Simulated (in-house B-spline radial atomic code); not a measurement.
# La³⁺: highest level by several methods

In exact Kohn-Sham theory the highest occupied level equals minus the energy to remove an electron. How near do common methods come for La³⁺?

Program: in-house B-spline radial atomic code version 1. Level of theory: scalar-relativistic (X2C), several functionals, spin-polarised; spherical all-electron atom at the radial basis limit. These are calculated values, not measurements, unless marked.

### Step 1. Starting point

| Item | Value |
| --- | --- |
| element | lanthanum (Z = 57) |
| charge | +3 |
| electrons | 54 |
| configuration | [Kr] 4d10 5s2 5p6 |
| nucleus | Fermi, rms radius 4.855 fm |

The outer shells:

[Kr] 4d10 5s2 5p6
```
[Kr] core
4d [↑↓][↑↓][↑↓][↑↓][↑↓]
5s [↑↓]
5p [↑↓][↑↓][↑↓]
```

Where spins are not typed, each open shell is filled with up spins first.

### Step 2. M06-2X, a global hybrid

The run's settings:

```ini
Z = 57
electrons = 54.0
configuration = [Kr] 4d10 5s2 5p6
hamiltonian = x2c
method = m062x
spin_polarised = True
nucleus = fermi
rms_radius = 4.855
mass_number = 139
atomic_mass = 138.906362927
speed_of_light = 137.035999084
```

### Step 3. PW91, a GGA

Changes to the settings of step 2:

```diff
@@ -4,3 +4,3 @@
 hamiltonian = x2c
-method = m062x
+method = pw91,pw91
 spin_polarised = True
```

### Step 4. Hartree-Fock

Changes to the settings of step 3:

```diff
@@ -4,3 +4,3 @@
 hamiltonian = x2c
-method = pw91,pw91
+method = hf
 spin_polarised = True
```

### Step 5. r2SCAN0, a global hybrid

Changes to the settings of step 4:

```diff
@@ -4,3 +4,3 @@
 hamiltonian = x2c
-method = hf
+method = r2scan0
 spin_polarised = True
```

### Step 6. CAM-B3LYP, a range-separated hybrid

Changes to the settings of step 5:

```diff
@@ -4,3 +4,3 @@
 hamiltonian = x2c
-method = r2scan0
+method = camb3lyp
 spin_polarised = True
```

**Question.** The tabulated ionisation energy is 49.95 ± 0.06 eV (semi-empirical; NIST Atomic Spectra Database). What does each method give, and which comes nearest?

As calculated:

| method | rung | total energy (hartree) | −ε highest (eV) | −ε less tabulated (eV) |
| --- | --- | --- | --- | --- |
| PW91 | GGA | -8491.8955 | 44.809 (5p up) | -5.141 |
| M06-2X | global hybrid | -8492.0091 | 48.298 (5p up) | -1.652 |
| r2SCAN0 | global hybrid | -8491.1811 | 46.828 (5p up) | -3.122 |
| CAM-B3LYP | range-separated hybrid | -8491.6819 | 47.908 (5p up) | -2.042 |
| Hartree-Fock | Hartree-Fock | -8488.1051 | 50.480 (5p up) | +0.530 |

The tabulated ionisation energy is 49.95 ± 0.06 eV (semi-empirical; NIST Atomic Spectra Database). Hartree-Fock comes nearest (+0.530 eV) and PW91 is farthest (-5.141 eV, 10 %). Mean absolute error by rung (exchange-only levels left out): GGA 5.14 eV, global hybrid 2.39 eV, range-separated hybrid 2.04 eV, Hartree-Fock 0.53 eV. Relativistic terms that these runs lack can be as large as the gaps between close methods, so the nearest may be so by luck. Spin-orbit coupling is left out. Every semilocal functional puts the level too high: its potential dies off too fast far from the nucleus, because each electron partly repels itself. A difference of total energies usually does far better than −ε.
